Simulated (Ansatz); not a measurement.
Molecular dynamics of C

input.yaml

```yaml
accuracy: low
crystal:
  lattice:
    - [0.0, 3.68524, 3.68524]
    - [3.68524, 0.0, 3.68524]
    - [3.68524, 3.68524, 0.0]
  atoms:
    - { symbol: C, position: [-0.02041838, 0.02957584, 0.02828046] }
    - { symbol: C, position: [0.15595913, 0.14929765, 0.1261915] }
    - { symbol: C, position: [0.00678386, 0.0450701, 0.50819145] }
    - { symbol: C, position: [0.08366981, 0.1892542, 0.66892023] }
    - { symbol: C, position: [0.02531931, 0.54864951, 0.00355407] }
    - { symbol: C, position: [0.11651925, 0.68323997, 0.12228386] }
    - { symbol: C, position: [-0.04855854, 0.56511928, 0.50769442] }
    - { symbol: C, position: [0.09900291, 0.68312527, 0.62005784] }
    - { symbol: C, position: [0.49697987, 0.05344458, -0.02030681] }
    - { symbol: C, position: [0.61529879, 0.16764939, 0.11820203] }
    - { symbol: C, position: [0.47783036, 0.03249105, 0.50482196] }
    - { symbol: C, position: [0.59157847, 0.16474159, 0.61958986] }
    - { symbol: C, position: [0.4913389, 0.55765741, -0.01668666] }
    - { symbol: C, position: [0.66097032, 0.64398674, 0.11539613] }
    - { symbol: C, position: [0.4657659, 0.57774969, 0.48495526] }
    - { symbol: C, position: [0.59097366, 0.68827329, 0.61287482] }
basis:
  ecutwfc: 420.0
kpoints:
  mp_grid: { grid: [3, 3, 3] }
hamiltonian:
  xc: lda
scf:
  occupations: { method: fermi_dirac, width: 0.24 }
  lower_state_search: "off"
md:
  timestep: 1
  n_steps: 149
  ensemble: nvt_langevin
  temperature: 2240.0
  initial_velocities: maxwell_boltzmann
  seed: 191878
  friction: 0.02
  temperature_schedule:
    - { n_steps: 112, end_temperature: 300.0 }
    - { n_steps: 37, end_temperature: 300.0 }
```

Command:

```bash
$ ansatz run input.yaml --threads 1 --pin off --max-ram 3072MiB --backend cpu --events-out ev --progress --plain --runs-dir out
```

It goes on from the last frame of an earlier run, with new velocities.

Output, in part (step lines):

```
md step     0: t =     0.00 fs  T =  2100.0 K (target 2240.0 K)  F+E_penalty+E_count = -3881.80685211 eV  E_kin = 4.343136 eV  (7 SCF iters)
md step     1: t =     1.00 fs  T =  2235.3 K (target 2231.3 K)  F+E_penalty+E_count = -3881.85608102 eV  E_kin = 4.622855 eV  (7 SCF iters)
md step     2: t =     2.00 fs  T =  2187.2 K (target 2214.0 K)  F+E_penalty+E_count = -3881.87820750 eV  E_kin = 4.523535 eV  (7 SCF iters)
md step     3: t =     3.00 fs  T =  2221.1 K (target 2196.7 K)  F+E_penalty+E_count = -3881.80401638 eV  E_kin = 4.593621 eV  (7 SCF iters)
md step     4: t =     4.00 fs  T =  2179.1 K (target 2179.4 K)  F+E_penalty+E_count = -3881.58739038 eV  E_kin = 4.506747 eV  (7 SCF iters)
md step     5: t =     5.00 fs  T =  2120.9 K (target 2162.1 K)  F+E_penalty+E_count = -3881.26749041 eV  E_kin = 4.386381 eV  (6 SCF iters)
md step     6: t =     6.00 fs  T =  2044.0 K (target 2144.7 K)  F+E_penalty+E_count = -3880.86785360 eV  E_kin = 4.227314 eV  (6 SCF iters)
md step     7: t =     7.00 fs  T =  1757.3 K (target 2127.4 K)  F+E_penalty+E_count = -3880.47504944 eV  E_kin = 3.634379 eV  (6 SCF iters)
[... lines left out ...]
md step   148: t =   148.00 fs  T =   524.6 K (target 300.0 K)  F+E_penalty+E_count = -3884.16935214 eV  E_kin = 1.084993 eV  (5 SCF iters)
md step   149: t =   149.00 fs  T =   526.5 K (target 300.0 K)  F+E_penalty+E_count = -3884.15562750 eV  E_kin = 1.088789 eV  (6 SCF iters)
```

The steps, from the saved trajectory:

| time (fs) | T (K) | potential energy less start (eV) |
| --- | --- | --- |
| 0.0 | 2100 | 0.000 |
| 5.0 | 2121 | 0.539 |
| 10.0 | 1813 | 1.628 |
| 15.0 | 2241 | 0.497 |
| 20.0 | 2322 | 0.606 |
| 25.0 | 1983 | 1.044 |
| 30.0 | 2564 | 0.134 |
| 35.0 | 2287 | -0.154 |
| 40.0 | 2096 | 0.884 |
| 45.0 | 2164 | 0.443 |
| 50.0 | 1574 | 0.916 |
| 55.0 | 2164 | -0.393 |
| 60.0 | 2157 | -1.340 |
| 65.0 | 1813 | -0.984 |
| 70.0 | 1442 | -0.763 |
| 75.0 | 1293 | -0.562 |
| 80.0 | 1445 | -0.983 |
| 85.0 | 1363 | -1.151 |
| 90.0 | 1140 | -0.868 |
| 95.0 | 1133 | -1.131 |
| 100.0 | 1501 | -2.217 |
| 105.0 | 1408 | -2.351 |
| 110.0 | 854 | -1.347 |
| 115.0 | 813 | -1.341 |
| 120.0 | 925 | -1.702 |
| 125.0 | 985 | -2.207 |
| 130.0 | 1009 | -2.654 |
| 135.0 | 880 | -2.791 |
| 140.0 | 717 | -2.609 |
| 145.0 | 659 | -2.463 |

The run went to its last step. The schedule's set-point averaged 462 K over the second half and the system 1052 K, so it lags behind the ramp. A run of 0.15 ps of so small a system gives no equilibrium averages. Limits of this set-up: low accuracy level.

Mean squared displacements from the first frame to the last, about the centre of mass: C 0.03 Å².

Last frame:

```xyz
16
Lattice="0.0000 3.6852 3.6852 3.6852 0.0000 3.6852 3.6852 3.6852 0.0000" Properties=species:S:1:pos:R:3
C -0.099 0.167 0.076
C 0.828 1.063 1.040
C 1.843 1.977 0.150
C 2.769 2.939 0.946
C 1.723 0.154 1.978
C 2.719 1.035 2.828
C 3.726 1.953 1.992
C 4.628 2.844 2.877
C -0.036 2.040 1.994
C 0.957 3.045 2.849
C 1.994 3.827 1.925
C 2.883 4.765 2.908
C 1.898 1.997 3.767
C 2.771 2.905 4.819
C 3.732 3.844 3.858
C 4.746 4.765 4.706
```

Time of the run: 10 min on 1 thread of Arm Neoverse V2, with other jobs on the host, peak memory 0.34 GiB.
